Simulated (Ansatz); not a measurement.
A nudged elastic band was laid between two geometries of a periodic cell of 13 atoms, Zn$_{12}$O (host Zn, host structure hcp, interstitial O).

Computed with DFT PBEsol, scalar-relativistic, plane waves, PAW (Ansatz 0.2.0). Settings: cutoff 420 eV, k mesh 5x3x4, gaussian smearing 0.15 eV, no spin polarisation.

| Property | Result |
| --- | --- |
| movable images | 7 |
| climbing image | yes |
| spring | 5.0 eV/Å² |
| optimiser | quadratic models (default) |
| start path | straight line |
| force threshold | 0.05 eV/Å |
| iteration limit | 26 |
| end points | relaxed |

Initial state:

```xyz
13
Lattice="5.3200 0.0000 0.0000 -3.9900 6.9109 0.0000 0.0000 0.0000 4.9370" Properties=species:S:1:pos:R:3
Zn -0.046 0.069 -0.084
Zn 0.115 1.491 2.672
Zn -1.465 2.338 -0.242
Zn -1.332 3.540 1.997
Zn -2.810 4.725 0.294
Zn -2.574 6.089 2.673
Zn 2.559 0.079 0.083
Zn 2.681 1.412 2.498
Zn 1.203 2.393 0.310
Zn 1.693 3.694 2.874
Zn -0.145 4.689 -0.060
Zn 0.140 6.353 2.112
O -0.031 4.619 2.914
```

Final state:

```xyz
13
Lattice="5.3200 0.0000 0.0000 -3.9900 6.9109 0.0000 0.0000 0.0000 4.9370" Properties=species:S:1:pos:R:3
Zn -0.059 0.079 0.097
Zn 0.114 1.492 2.262
Zn -1.486 2.342 0.259
Zn -1.329 3.533 2.957
Zn -2.825 4.729 -0.301
Zn -2.566 6.084 2.258
Zn 2.544 0.084 -0.089
Zn 2.678 1.407 2.461
Zn 1.182 2.397 -0.323
Zn 1.703 3.691 2.039
Zn -0.154 4.696 0.070
Zn 0.151 6.349 2.835
O -0.025 4.614 2.036
```

(1) Which bonds break or form, and what moves?

(2) What energy profile does the band end with?

(3) What is the geometry of the highest image?

The band took 14 iterations and roughly 70 core-minutes.

## Answers

(1) The atom that moves furthest is Zn4, by 0.96 Å; four of its nearest neighbours are O13 1.92, Zn10 2.46, Zn3 2.54, Zn8 2.55 Å at the first end and O13 1.93, Zn10 2.47, Zn3 2.54, Zn5 2.55 Å at the last.

(2) The forces met the threshold. The highest image is number 4 of 0 to 8, 0.253 eV above the ends, which have the same energy within 2 meV. By the program's own check the climbing image is of a kind that is not told: the force calls were inconclusive, a negative curvature could not be distinguished from the path's own, the only one lies far off the path, or fixed occupations may fill a level only in part (lowest curvatures found: -2.98 and 0.10 eV/Å²). Limits of this set-up: coarse k mesh, a small cell, in which the defect meets its images, a typed lattice constant that wasn't relaxed here.

```tsv
image	path coordinate (Å)	energy (eV)
0	0.00	0.000
1	0.57	0.024
2	1.14	0.051
3	1.71	0.085
4	2.28	0.253
5	2.51	0.176
6	2.74	0.053
7	2.97	0.005
8	3.20	0.000
```

(3) 
```xyz
13
Lattice="5.3200 0.0000 0.0000 -3.9900 6.9109 0.0000 0.0000 0.0000 4.9370" Properties=species:S:1:pos:R:3
Zn -0.020 0.024 0.053
Zn 0.054 1.535 2.385
Zn -1.371 2.351 0.236
Zn -1.530 3.588 2.878
Zn -2.668 4.728 -0.082
Zn -2.652 6.101 2.451
Zn 2.653 0.040 0.040
Zn 2.585 1.453 2.497
Zn 1.275 2.305 -0.208
Zn 1.591 3.678 1.965
Zn -0.016 4.651 -0.016
Zn 0.040 6.454 2.604
O 0.019 4.587 2.496
```

Run time: 22 min on 4 threads of INTEL(R) XEON(R) PLATINUM 8581C CPU @ 2.10GHz (Emerald Rapids), on a shared host, peak memory 3.3 GiB.
